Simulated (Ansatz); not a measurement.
Run this with the Python package of Ansatz (0.2.0) and show what comes out.

Contents of `h4nosbsi.xyz`:
```text
8

N    -0.58420    1.23120   -0.19750
Si    0.81240    0.22800   -0.10830
O     0.77790   -0.62800    1.36340
Sb    0.40430   -2.18660    0.15270
H    -1.46380    0.64740   -0.12720
H    -0.65840    1.67380   -1.18230
H     2.15580    0.85660   -0.32580
H    -1.35170   -1.87950    0.36910
```

`h4nosbsi_methods.py`:
```python
"""One geometry of H4NOSbSi, method by method."""

from dataclasses import dataclass
from pathlib import Path

import ansatz as az
import numpy as np


@dataclass(frozen=True)
class Options:
    basis_set: str = "def2-SVP"


settings = Options()


def main() -> None:
    geometry = az.Crystal.molecule_from_extxyz("h4nosbsi.xyz")

    calc = geometry.calculation().basis(gaussian=settings.basis_set)

    print("functional    E (Ha)        dipole (D)   HOMO (eV)  LUMO (eV)")
    for name in ["lc_wpbe", "r2scan", "hf", "b3lyp", "pbe0"]:
        r = calc.functional(name).forces().orbitals().run(runs_dir="runs").report
        lines = Path(r["orbitals_path"]).read_text().splitlines()
        field_of = lambda key: [line.split("=")[1].strip() for line in lines if line.startswith(key)]
        orbitals = [(27.211386 * float(e), s, float(n)) for e, s, n in zip(field_of("Ene="), field_of("Spin="), field_of("Occup="))]
        homo = max(e for e, _, n in orbitals if n > 0.5)
        lumo = min(e for e, _, n in orbitals if n < 0.5)
        dipole = 4.803205 * np.linalg.norm(r["charge_distribution"]["dipole_moment_e_ang"])
        print(f"{name:10s} {r['free_energy_ev'] / 27.211386246:14.6f} {dipole:9.3f} {homo:11.3f} {lumo:10.3f}")


if __name__ == "__main__":
    main()
```

```console
$ python h4nosbsi_methods.py
functional    E (Ha)        dipole (D)   HOMO (eV)  LUMO (eV)
lc_wpbe       -661.796971     3.572      -8.474      0.651
r2scan        -661.948368     3.290      -5.305     -2.026
hf            -659.630626     4.012      -8.381      1.599
b3lyp         -662.043172     3.362      -5.862     -1.568
pbe0          -661.685027     3.385      -6.101     -1.398
```

What to keep in mind:
- The settings weren't tested for convergence.
- The geometry is a force-field or estimated start, not a minimum of this method, and the basis set is short of its limit. A lower total doesn't mark the better method: functionals have no common bound, and MP2 and coupled cluster aren't variational.
- def2 sets replace the cores of elements past krypton by effective core potentials.
- b3lyp holds the VWN-RPA fit, as in Gaussian; the form of ORCA and Turbomole is b3lyp5.
- Levels such as HOMO and LUMO are orbital energies: with these approximate functionals they aren't the ionisation energy and electron affinity, and their gap isn't the fundamental gap.
- Timing: 11 s on 1 thread of Intel(R) Xeon(R) 6975P-C (Granite Rapids) (shared host), peak memory 0.28 GiB.
